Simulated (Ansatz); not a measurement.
# H₇N₂PSi₂: how energies converge with the basis set

How large a basis does H₇N₂PSi₂ need? Two functionals are run in growing sets.

Method: one geometry, several basis sets; program: Ansatz 0.2.0, Gaussian basis.

Levels to be run: PBE0-D4/def2-SVP; ωB97M-V/def2-SVP; PBE0-D4/def2-QZVPP; ωB97M-V/def2-QZVPP; the functionals' def2-TZVPP values are taken from earlier runs.

### 1 The geometry

All runs share one geometry, relaxed beforehand with PBE0-D4 in a triple-zeta def2 set.

12 atoms, charge 0, spin multiplicity 1.

Atoms are counted from 1 here; the program's logs count them from 0.

Bond lengths: N1–P2 1.804 Å, N1–H6 1.015 Å, N1–H7 1.016 Å, P2–Si3 2.301 Å, P2–H8 1.423 Å, Si3–N4 1.707 Å, Si3–H9 1.493 Å, Si3–H11 1.483 Å, N4–Si5 1.779 Å, N4–H10 1.007 Å, Si5–H12 1.539 Å. Angles: P2–N1–H6 112.2°, P2–N1–H7 109.4°, H6–N1–H7 107.1°, N1–P2–Si3 93.4°, N1–P2–H8 97.1°, Si3–P2–H8 95.5°, P2–Si3–N4 102.2°, P2–Si3–H9 109.7°, P2–Si3–H11 107.5°, N4–Si3–H9 114.3°, N4–Si3–H11 113.8°, H9–Si3–H11 108.9°, Si3–N4–Si5 115.1°, Si3–N4–H10 121.1°, Si5–N4–H10 118.6°, N4–Si5–H12 94.1°.

### 2 PBE0-D4 in def2-SVP

The input, in.yaml:

```yaml
crystal:
  periodic: [false, false, false]
  atoms:
    - {symbol: N, position_ang: [-1.491608, 0.441649, -0.094595]}
    - {symbol: P, position_ang: [-0.907762, -0.685396, 1.187144]}
    - {symbol: Si, position_ang: [1.258669, -0.662861, 0.413073]}
    - {symbol: N, position_ang: [1.137796, 0.332941, -0.968626]}
    - {symbol: Si, position_ang: [-0.003992, 1.689185, -0.822079]}
    - {symbol: H, position_ang: [-1.877971, -0.052567, -0.892044]}
    - {symbol: H, position_ang: [-2.233301, 1.025197, 0.282282]}
    - {symbol: H, position_ang: [-1.272572, -1.897120, 0.535495]}
    - {symbol: H, position_ang: [1.704910, -2.058884, 0.127397]}
    - {symbol: H, position_ang: [1.348960, -0.022799, -1.887146]}
    - {symbol: H, position_ang: [2.109759, -0.095573, 1.486696]}
    - {symbol: H, position_ang: [0.304013, 1.931025, 0.666505]}
basis:
  gaussian: {orbitals: def2-SVP}
hamiltonian: {xc: pbe0, dispersion: d4}
output: {orbitals: {seedname: orbitals}}
```

Command:

```sh
$ ansatz run in.yaml --threads 4 --pin off --events-out ev --progress --plain --max-ram 10444MiB
```

The runs that follow: ωB97M-V in def2-SVP; PBE0-D4 in def2-QZVPP; ωB97M-V in def2-QZVPP.

**Question.** What will the summary of the whole plan be? Wanted: PBE0-D4: double and triple zeta above quadruple; ωB97M-V: double and triple zeta above quadruple.

As calculated:

```
                                       quantity           value
PBE0-D4: double and triple zeta above quadruple  13.52, 1.01 eV
ωB97M-V: double and triple zeta above quadruple  13.59, 0.95 eV
```

In words: For PBE0-D4 the step from double to triple zeta gains 12.50 eV and the next only 1.01 eV. Total energies overstate the basis error of differences, where much of it tends to cancel. The LUMO of ωB97M-V is positive and keeps falling with the basis (1.21 to 0.45 eV): an unbound level that the basis holds in place.
